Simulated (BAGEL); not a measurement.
# HF/def2-SVP (density fitting with qzvpp-jkfit) run of CH6BFP− (SMILES C[BH-](F)P)

What is the vertical ionisation energy of CH6BFP− at HF/def2-SVP (density fitting with qzvpp-jkfit)? 

Program for the calculation: BAGEL 1.2.2.

## Step 1: The system as given

CH6BFP−: 10 atoms, total charge -1, spin state singlet. As SMILES, `C[BH-](F)P`. The coordinates come from a GFN2-xTB relaxation. This is one conformer, not always the lowest.

Bond lengths: C1–B2 1.635 Å, B2–F3 1.426 Å, B2–P4 2.047 Å, C1–H5 1.093 Å, C1–H6 1.092 Å, C1–H7 1.091 Å, B2–H8 1.213 Å, P4–H9 1.385 Å, P4–H10 1.385 Å. Some angles: C1–B2–F3 110.7°, C1–B2–P4 108.9°, F3–B2–P4 107.2°, C1–B2–H8 113.5°, F3–B2–H8 108.7°, P4–B2–H8 107.6°, B2–C1–H5 111.2°, B2–C1–H6 111.4°, B2–C1–H7 111.8°, B2–P4–H9 95.9°.

## Step 2: The energy at HF/def2-SVP (density fitting with qzvpp-jkfit)

input.json

```json
{ "bagel" : [

{
  "title" : "molecule",
  "basis" : "svp",
  "df_basis" : "qzvpp-jkfit",
  "angstrom" : true,
  "geometry" : [
    { "atom" : "C", "xyz" : [   -0.321450,    1.296220,    0.205250 ] },
    { "atom" : "B", "xyz" : [   -0.129230,   -0.297960,    0.514880 ] },
    { "atom" : "F", "xyz" : [    0.467240,   -0.493980,    1.794900 ] },
    { "atom" : "P", "xyz" : [    1.145940,   -1.093890,   -0.874400 ] },
    { "atom" : "H", "xyz" : [   -0.999480,    1.759860,    0.925650 ] },
    { "atom" : "H", "xyz" : [   -0.738230,    1.461120,   -0.790340 ] },
    { "atom" : "H", "xyz" : [    0.625120,    1.835740,    0.256900 ] },
    { "atom" : "H", "xyz" : [   -1.164760,   -0.928070,    0.466700 ] },
    { "atom" : "H", "xyz" : [    0.229400,   -1.115690,   -1.912820 ] },
    { "atom" : "H", "xyz" : [    0.885460,   -2.423360,   -0.586720 ] }
  ]
},
{
  "title" : "hf",
  "charge" : -1
},
{
  "title" : "print",
  "file" : "orbitals.molden",
  "orbitals" : true
}

]}
```

The run is started by

```
$ BAGEL_NUM_THREADS=1 BAGEL input.json > input.out
```

Output:

```text
* using 1 threads per process

  ===============================================================
  ===============================================================

  *** Geometry ***

  { "atom" : "C", "xyz" : [     -0.607452,      2.449501,      0.387866 ] },
  { "atom" : "B", "xyz" : [     -0.244209,     -0.563063,      0.972982 ] },
  { "atom" : "F", "xyz" : [      0.882956,     -0.933487,      3.391869 ] },
  { "atom" : "P", "xyz" : [      2.165513,     -2.067153,     -1.652377 ] },
  { "atom" : "H", "xyz" : [     -1.888743,      3.325653,      1.749225 ] },
  { "atom" : "H", "xyz" : [     -1.395053,      2.761117,     -1.493526 ] },
  { "atom" : "H", "xyz" : [      1.181306,      3.469046,      0.485471 ] },
  { "atom" : "H", "xyz" : [     -2.201077,     -1.753798,      0.881935 ] },
  { "atom" : "H", "xyz" : [      0.433503,     -2.108349,     -3.614706 ] },
  { "atom" : "H", "xyz" : [      1.673277,     -4.579487,     -1.108740 ] },

  Number of auxiliary basis functions:      463

  Since a DF basis is specified, we compute 2- and 3-index integrals:
    o Being stored without compression. Storage requirement is 0.030 GB

  Number of basis functions:       90
  Number of electrons      :       41

    * METHOD: MOLECULE                             0.16

  *** RHF ***

  === Nuclear Repulsion ===
   151.9589344684

      * DIIS with orbital gradients will be used.

  === RHF iteration (svp) ===
      0       -505.80612592          0.01877441           0.05
      1       -505.99242516          0.00970310           0.04
      2       -506.04778674          0.00160103           0.05
      3       -506.04991927          0.00061522           0.05
      4       -506.05016221          0.00009002           0.05
      5       -506.05017295          0.00001888           0.05
      6       -506.05017354          0.00000471           0.05
      7       -506.05017356          0.00000130           0.05
      8       -506.05017357          0.00000038           0.05
      9       -506.05017357          0.00000012           0.04
     10       -506.05017357          0.00000003           0.05
     11       -506.05017357          0.00000001           0.05
     12       -506.05017357          0.00000001           0.05
    * SCF iteration converged.

    * Permanent dipole moment:
           (    0.005251,    -0.276985,     0.313197) a.u.

    * METHOD: HF                                   0.73

    * METHOD: PRINT                                0.01

  ===============================================================
```

Wall time 1.1 s (1 thread of Intel Xeon 6975P-C (Granite Rapids), shared host); peak memory 0.12 GiB.

## Step 3: Doublet neutral CH6BFP

job.json

```json
{ "bagel" : [

{
  "title" : "molecule",
  "basis" : "svp",
  "df_basis" : "qzvpp-jkfit",
  "angstrom" : true,
  "geometry" : [
    { "atom" : "C", "xyz" : [      -0.321450,       1.296220,       0.205250 ] },
    { "atom" : "B", "xyz" : [      -0.129230,      -0.297960,       0.514880 ] },
    { "atom" : "F", "xyz" : [       0.467240,      -0.493980,       1.794900 ] },
    { "atom" : "P", "xyz" : [       1.145940,      -1.093890,      -0.874400 ] },
    { "atom" : "H", "xyz" : [      -0.999480,       1.759860,       0.925650 ] },
    { "atom" : "H", "xyz" : [      -0.738230,       1.461120,      -0.790340 ] },
    { "atom" : "H", "xyz" : [       0.625120,       1.835740,       0.256900 ] },
    { "atom" : "H", "xyz" : [      -1.164760,      -0.928070,       0.466700 ] },
    { "atom" : "H", "xyz" : [       0.229400,      -1.115690,      -1.912820 ] },
    { "atom" : "H", "xyz" : [       0.885460,      -2.423360,      -0.586720 ] }
  ]
},

{ "title" : "uhf", "nopen" : 1 },

{ "title" : "print", "file" : "orbitals.molden", "orbitals" : true }

]}
```

The run is started by

```
$ BAGEL_NUM_THREADS=1 BAGEL job.json > job.out
```

Output:

```text
* using 1 threads per process

  ===============================================================
  ===============================================================

  *** Geometry ***

  { "atom" : "C", "xyz" : [     -0.607452,      2.449501,      0.387866 ] },
  { "atom" : "B", "xyz" : [     -0.244209,     -0.563063,      0.972982 ] },
  { "atom" : "F", "xyz" : [      0.882956,     -0.933487,      3.391869 ] },
  { "atom" : "P", "xyz" : [      2.165513,     -2.067153,     -1.652377 ] },
  { "atom" : "H", "xyz" : [     -1.888743,      3.325653,      1.749225 ] },
  { "atom" : "H", "xyz" : [     -1.395053,      2.761117,     -1.493526 ] },
  { "atom" : "H", "xyz" : [      1.181306,      3.469046,      0.485471 ] },
  { "atom" : "H", "xyz" : [     -2.201077,     -1.753798,      0.881935 ] },
  { "atom" : "H", "xyz" : [      0.433503,     -2.108349,     -3.614706 ] },
  { "atom" : "H", "xyz" : [      1.673277,     -4.579487,     -1.108740 ] },

  Number of auxiliary basis functions:      463

  Since a DF basis is specified, we compute 2- and 3-index integrals:
    o Being stored without compression. Storage requirement is 0.030 GB

  Number of basis functions:       90
  Number of electrons      :       41

    * METHOD: MOLECULE                             0.16

  *** Open-shell HF ***

  === Nuclear Repulsion ===
   151.9589344684

      * DIIS with orbital gradients will be used.

  === UHF iteration (svp) ===
      0       -505.70058121          0.03714559           0.15
      1       -505.89223396          0.02036209           0.09
      2       -505.93954635          0.01125710           0.09
      3       -505.95996483          0.00145010           0.10
      4       -505.96114354          0.00077035           0.09
      5       -505.96162820          0.00038016           0.09
      6       -505.96197601          0.00023623           0.09
      7       -505.96215193          0.00014858           0.09
      8       -505.96222801          0.00008301           0.09
      9       -505.96225393          0.00003541           0.09
     10       -505.96225752          0.00001753           0.10
     11       -505.96225828          0.00000957           0.09
     12       -505.96225857          0.00000469           0.15
     13       -505.96225865          0.00000225           0.10
     14       -505.96225866          0.00000102           0.10
     15       -505.96225867          0.00000058           0.10
     16       -505.96225867          0.00000034           0.09
     17       -505.96225867          0.00000018           0.09
     18       -505.96225867          0.00000012           0.09
     19       -505.96225867          0.00000007           0.09
     20       -505.96225867          0.00000005           0.09
     21       -505.96225867          0.00000003           0.08
     22       -505.96225867          0.00000001           0.15
     23       -505.96225867          0.00000001           0.10
    * SCF iteration converged.

    * S^2 (UHF) is 0.7744

    * Permanent dipole moment:
           (   -0.486981,     0.617277,     1.567267) a.u.

    * METHOD: UHF                                  2.49

    * METHOD: PRINT                                0.01

  ===============================================================
```

Run time: 2.8 s. Hardware: 1 thread of Intel Xeon 6975P-C (Granite Rapids), shared host; peak memory 0.12 GiB.

## Step 4: Summary of results

At HF/def2-SVP (density fitting with qzvpp-jkfit):

| quantity | value |
| --- | --- |
| singlet CH6BFP−: total energy | -506.05017 Eh |
| singlet CH6BFP−: HOMO energy | -3.53 eV |
| singlet CH6BFP−: LUMO energy | 9.40 eV |
| singlet CH6BFP−: HOMO–LUMO gap (to an unbound level, set by the basis) | 12.93 eV |
| doublet neutral CH6BFP: total energy | -505.96226 Eh |
| doublet neutral CH6BFP: dipole moment | 4.46 D |
| doublet neutral CH6BFP: ⟨S²⟩ | 0.774 |
| vertical detachment energy (to the doublet neutral) | 2.392 eV |

**Reading.** Removing an electron at fixed nuclei costs 2.39 eV (231 kJ/mol). −ε(HOMO) before ionisation, 3.53 eV, is 1.14 eV above this ionisation energy.
